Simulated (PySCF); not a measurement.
**C3H7FSi: electronic excitations and core binding energies**

Aim: predict the electronic excitations and core binding energies of C3H7FSi (`FC1C[SiH2]C1`).

Computed with PySCF 2.14.0, with density-fitted response routines of our own, on a single molecule in the gas phase. Atoms are numbered from 0 throughout.

**1. Starting geometry**

12 atoms, charge 0, multiplicity 1; geometry from: GFN2-xTB.

Bonds of the start (Å): F0–C1 1.38, C1–C2 1.53, C2–Si3 1.91, Si3–C4 1.91, C4–C1 1.53, C1–H5 1.09, C2–H6 1.09, C2–H7 1.09, Si3–H8 1.46, Si3–H9 1.46, C4–H10 1.09, C4–H11 1.09.

**2. TDDFT and polarisability: CAM-B3LYP/def2-SVPD**

Job settings and geometry (Å):

```
{"job": {"kind": "uv", "xc": "CAM-B3LYP", "basis": "def2-SVPD", "nstates": 8, "ntriplets": 3}, "charge": 0, "multiplicity": 1}
F      1.034905    -1.968243     0.262378
C      0.343831    -0.819649     0.591416
C     -0.962112    -0.663124    -0.198103
Si    -0.543009     1.168912    -0.554397
C      1.079427     0.458129     0.167719
H      0.179608    -0.873058     1.671859
H     -0.935603    -1.293718    -1.084653
H     -1.854680    -0.921453     0.365252
H     -1.228025     2.125707     0.313228
H     -0.525776     1.597134    -1.950091
H      1.589923     0.967781     0.980424
H      1.822710     0.220894    -0.591060
```

Method: TDDFT CAM-B3LYP/def2-SVPD, vertical, gas phase, core orbitals frozen in the response.

The run is started by

```console
$ OMP_NUM_THREADS=1 python probes_run.py task.json out
```

One launch serves the whole session: the jobs run in the order shown.

Log:

```text
coarse grid: 10312 points
cycle   1  E = -507.3821413808  dE =  5.241e-01  |g| = 5.176e-01  |ddm| = 4.427e+00
cycle   2  E = -507.3787714884  dE =  3.370e-03  |g| = 5.934e-01  |ddm| = 1.060e+00
cycle   3  E = -507.4381296991  dE = -5.936e-02  |g| = 5.866e-02  |ddm| = 5.401e-01
cycle   4  E = -507.4386374647  dE = -5.078e-04  |g| = 2.880e-02  |ddm| = 1.022e-01
cycle   5  E = -507.4388244528  dE = -1.870e-04  |g| = 4.403e-03  |ddm| = 3.752e-02
cycle   6  E = -507.4388293547  dE = -4.902e-06  |g| = 8.691e-04  |ddm| = 8.376e-03
final grid: 94760 points
cycle   7  E = -507.5133479998  dE = -2.185e-05  |g| = 4.307e-03  |ddm| = 5.393e-02
cycle   8  E = -507.5133464750  dE =  1.525e-06  |g| = 5.381e-03  |ddm| = 1.014e-02
cycle   9  E = -507.5133519615  dE = -5.486e-06  |g| = 3.364e-04  |ddm| = 4.519e-03
cycle  10  E = -507.5133519802  dE = -1.877e-08  |g| = 1.617e-04  |ddm| = 5.370e-04
cycle  11  E = -507.5133519861  dE = -5.850e-09  |g| = 1.901e-05  |ddm| = 2.301e-04
cycle  12  E = -507.5133519862  dE = -1.294e-10  |g| = 5.084e-06  |ddm| = 5.551e-05
converged SCF energy = -507.5133519862

Static polarisability (au): isotropic 60.836, principal 54.540 58.832 69.137

Singlet excitations
state   eV       nm        f      main configurations
  1   7.4874    165.6   0.01459   H-1->L 0.87
  2   7.5899    163.4   0.11675   H->L 0.94
  3   7.7643    159.7   0.02114   H->L+1 0.79, H->L+2 0.09
  4   8.0115    154.8   0.00295   H-1->L+1 0.79, H-1->L+2 0.15
  5   8.0948    153.2   0.00821   H->L+3 0.42, H->L+2 0.34, H->L+5 0.11
  6   8.2530    150.2   0.01716   H-1->L+3 0.55, H-1->L+2 0.31
  7   8.4131    147.4   0.04139   H->L+2 0.41, H->L+3 0.29, H->L+1 0.17
  8   8.4616    146.5   0.00837   H-3->L 0.84

Triplet excitations (Tamm-Dancoff, eV): 6.6204 7.0764 7.5565
```

It took 38 s on 1 thread of Arm Neoverse N1, shared host; peak memory 0.72 GiB.

Frontier orbitals and where they lie:

```tsv
orbital	eV	atoms
HOMO−3	-11.09	Si3 31 %, H8 25 %, H9 12 %
HOMO−2	-10.61	F0 32 %, C1 21 %, C2 18 %
HOMO−1	-9.83	Si3 16 %, C1 16 %, C4 15 %
HOMO	-9.69	C2 28 %, C4 27 %, Si3 24 %
LUMO	1.00	Si3 35 %, H9 13 %, H8 12 %
LUMO+1	1.23	Si3 43 %, H8 9 %, H9 8 %
LUMO+2	1.61	Si3 32 %, C1 11 %, H9 10 %
```

With each of the 8 states as a Gaussian band of 0.4 eV half-width at 1/e, the curve within the window shown has maxima at 163 nm (ε 6,200) L/(mol cm). Beyond the last state computed it falls off for lack of states. The curve at chosen wavelengths:

(nm, ε (L/mol/cm)): (142, 1142), (144, 1842), (145, 2193), (147, 2776), (148, 2979), (150, 3211), (151, 3275), (153, 3437), (154, 3588), (156, 4100), (157, 4454), (159, 5245), (160, 5614), (162, 6120), (163, 6202), (165, 5965), (166, 5659), (168, 4767), (169, 4237), (171, 3148), (172, 2634), (174, 1743), (175, 1381), (177, 823), (178, 620), (180, 337)

Further results of this job:

```tsv
property	computed
dipole moment (D)	1.94
polarisability (Å³)	9.02
HOMO–LUMO gap (eV)	10.69
−ε(HOMO) (eV)	9.69
```

**3. Core holes by ΔSCF: SCAN, X2C**

Settings changed since step 2:

```diff
@@ -1,2 +1,2 @@
-{"job": {"kind": "uv", "xc": "CAM-B3LYP", "basis": "def2-SVPD", "nstates": 8, "ntriplets": 3}, "charge": 0, "multiplicity": 1}
+{"job": {"kind": "xps"}, "charge": 0, "multiplicity": 1}
 F      1.034905    -1.968243     0.262378
```

Level: delta-SCF UKS SCAN, pcX-2 on the ionised atom, pcseg-1 elsewhere, spin-free X2C.

Log:

```text
ground state, core basis on atom 0 (F), 140 functions
  cycle   1  E = -508.34696088  |g| = 6.86e-01
  cycle   2  E = -508.20673557  |g| = 1.10e+00
  cycle   3  E = -508.43897929  |g| = 1.05e-01
  cycle   4  E = -508.44042455  |g| = 5.18e-02
  cycle   5  E = -508.44099053  |g| = 1.12e-02
  cycle   6  E = -508.44102211  |g| = 4.54e-03
  cycle   7  E = -508.44102645  |g| = 9.35e-04
  cycle   8  E = -508.44102787  |g| = 1.90e-04
  E(ground) = -508.47760382 Eh
hole in F 1s of atom 0
  cycle   1  E = -482.11174658  |g| = 2.58e+00
  cycle   2  E = -481.81404609  |g| = 2.26e+00
  cycle   3  E = -482.90693443  |g| = 4.80e-01
  cycle   4  E = -482.96787215  |g| = 2.87e-01
  cycle   5  E = -483.00821119  |g| = 4.00e-02
  cycle   6  E = -483.00885112  |g| = 1.14e-02
  cycle   7  E = -483.00892243  |g| = 2.36e-03
  cycle   8  E = -483.00892606  |g| = 5.64e-04
  cycle   9  E = -483.00892577  |g| = 3.23e-04
  E(ion) = -483.05108009 Eh   <S^2> = 0.7572   hole on atom = 1.000   binding energy = 691.891 eV
ground state, core basis on atom 1 (C), 140 functions
  cycle   1  E = -508.40098469  |g| = 8.84e-02
  cycle   2  E = -508.39934209  |g| = 1.21e-01
  cycle   3  E = -508.40163637  |g| = 2.14e-02
  cycle   4  E = -508.40171121  |g| = 4.86e-03
  cycle   5  E = -508.40171679  |g| = 8.12e-04
  cycle   6  E = -508.40171600  |g| = 1.14e-04
  E(ground) = -508.43552275 Eh
hole in C 1s of atom 1
  cycle   1  E = -497.07827179  |g| = 1.51e+00
  cycle   2  E = -493.74871200  |g| = 2.71e+00
  cycle   3  E = -497.26760135  |g| = 8.91e-01
  cycle   4  E = -497.55428261  |g| = 5.05e-01
  cycle   5  E = -497.63536613  |g| = 1.30e-01
  cycle   6  E = -497.64056969  |g| = 3.67e-02
  cycle   7  E = -497.64128154  |g| = 1.21e-02
  cycle   8  E = -497.64136039  |g| = 4.44e-03
  cycle   9  E = -497.64137554  |g| = 1.73e-03
  cycle  10  E = -497.64137931  |g| = 6.29e-04
  cycle  11  E = -497.64137990  |g| = 1.95e-04
  E(ion) = -497.67516157 Eh   <S^2> = 0.7735   hole on atom = 1.000   binding energy = 292.804 eV
ground state, core basis on atom 2 (C), 140 functions
  cycle   1  E = -508.39711137  |g| = 5.90e-02
  cycle   2  E = -508.39701647  |g| = 2.96e-02
  cycle   3  E = -508.39702709  |g| = 2.94e-02
  cycle   4  E = -508.39720588  |g| = 4.12e-03
  cycle   5  E = -508.39721008  |g| = 5.93e-04
  cycle   6  E = -508.39721143  |g| = 1.35e-04
  E(ground) = -508.43175595 Eh
hole in C 1s of atom 2
  cycle   1  E = -497.16241678  |g| = 1.51e+00
  cycle   2  E = -496.41633043  |g| = 1.88e+00
  cycle   3  E = -497.68188344  |g| = 3.84e-01
  cycle   4  E = -497.71569197  |g| = 2.65e-01
  cycle   5  E = -497.73745079  |g| = 5.48e-02
  cycle   6  E = -497.73840321  |g| = 1.33e-02
  cycle   7  E = -497.73847176  |g| = 7.79e-03
  cycle   8  E = -497.73850852  |g| = 1.60e-03
  cycle   9  E = -497.73851116  |g| = 8.19e-04
  cycle  10  E = -497.73851260  |g| = 3.27e-04
  E(ion) = -497.77151402 Eh   <S^2> = 0.7690   hole on atom = 1.000   binding energy = 290.080 eV
ground state, core basis on atom 3 (Si), 151 functions
  cycle   1  E = -508.49049067  |g| = 2.86e-01
  cycle   2  E = -508.49054394  |g| = 3.58e-02
  cycle   3  E = -508.49051100  |g| = 2.94e-02
  cycle   4  E = -508.49066369  |g| = 7.39e-03
  cycle   5  E = -508.49067537  |g| = 8.27e-04
  cycle   6  E = -508.49067494  |g| = 1.66e-04
  E(ground) = -508.48341561 Eh
hole in Si 1s of atom 3
  cycle   1  E = -439.56643694  |g| = 4.35e+00
  cycle   2  E = -439.52500125  |g| = 2.21e+00
  cycle   3  E = -440.12214089  |g| = 9.55e-01
  cycle   4  E = -440.57983304  |g| = 3.58e-01
  cycle   5  E = -440.61896706  |g| = 1.51e-01
  cycle   6  E = -440.62681648  |g| = 4.13e-02
  cycle   7  E = -440.62732090  |g| = 2.34e-02
  cycle   8  E = -440.62761719  |g| = 3.56e-03
  cycle   9  E = -440.62762245  |g| = 1.16e-03
  cycle  10  E = -440.62762290  |g| = 4.25e-04
  E(ion) = -440.62824536 Eh   <S^2> = 0.7525   hole on atom = 1.000   binding energy = 1846.433 eV
hole in Si 2p of atom 3
  cycle   1  E = -504.22396276  |g| = 1.24e+00
  cycle   2  E = -503.99262876  |g| = 1.19e+00
  cycle   3  E = -504.47208911  |g| = 3.96e-01
  cycle   4  E = -504.54501913  |g| = 1.23e-01
  cycle   5  E = -504.54856732  |g| = 5.38e-02
  cycle   6  E = -504.54979005  |g| = 1.65e-02
  cycle   7  E = -504.54990419  |g| = 5.09e-03
  cycle   8  E = -504.54991776  |g| = 1.22e-03
  cycle   9  E = -504.54991815  |g| = 4.01e-04
  E(ion) = -504.55433158 Eh   <S^2> = 0.7525   hole on atom = 1.002   binding energy = 106.916 eV
  2p3/2 = 106.704 eV   2p1/2 = 107.327 eV
```

It took 73 s on 1 thread of Arm Neoverse N1, shared host; peak memory 0.49 GiB.

The holes in one table. −ε is the ground-state orbital energy:

```tsv
hole	stands for	environment	ΔSCF (eV; 2p as the shell's mean)	−ε (eV)	⟨S²⟩
F1s on F0	F0	fluorine on an sp3 carbon	691.89	666.1	0.757
C1s on C1	C1	sp3 CH bonded to F	292.80	275.8	0.773
C1s on C2	C2, C4	sp3 CH2 bonded to Si	290.08	273.4	0.769
Si1s on Si3	Si3	silicon bonded to 2 C, 2 H, in a 4-membered ring	1846.43	1793.3	0.753
Si2p on Si3	Si3	silicon bonded to 2 C, 2 H, in a 4-membered ring	106.91	96.2	0.753
```

Each hole run stands for the others of its class of like atoms.

With the spin-orbit splitting: Si3 2p3/2 106.70, 2p1/2 107.33 eV. The table gives each 2p level as the mean over the whole 2p shell (two parts 2p3/2, one part 2p1/2), which differs a little from the single hole in the log.

**4. What came out**

| quantity | value |
| --- | --- |
| lowest singlet (CAM-B3LYP/def2-SVPD) | 7.49 eV (166 nm), f = 0.015 |
| brightest single state of those computed | state 2, 7.59 eV, f = 0.117 |
| lowest triplet | 6.62 eV |
| C1s binding energies, SCAN/pcX-2 | C1 292.80, C2 290.08 eV |
| F1s binding energies, SCAN/pcX-2 | F0 691.89 eV |
| Si1s binding energies, SCAN/pcX-2 | Si3 1846.43 eV |
| Si2p binding energies, SCAN/pcX-2 | Si3 106.91 eV |

The lowest singlet, at 7.49 eV, is HOMO−1→LUMO 0.87 and is weak; of the 8 states computed, the strongest absorption comes from state 2 at 7.59 eV. The lowest triplet lies 0.87 eV below the lowest singlet (triplets in Tamm-Dancoff, singlets in full TDDFT). The C1s levels kept as sound span 2.72 eV, from C2 (sp3 CH2 bonded to Si) up to C1 (sp3 CH bonded to F).
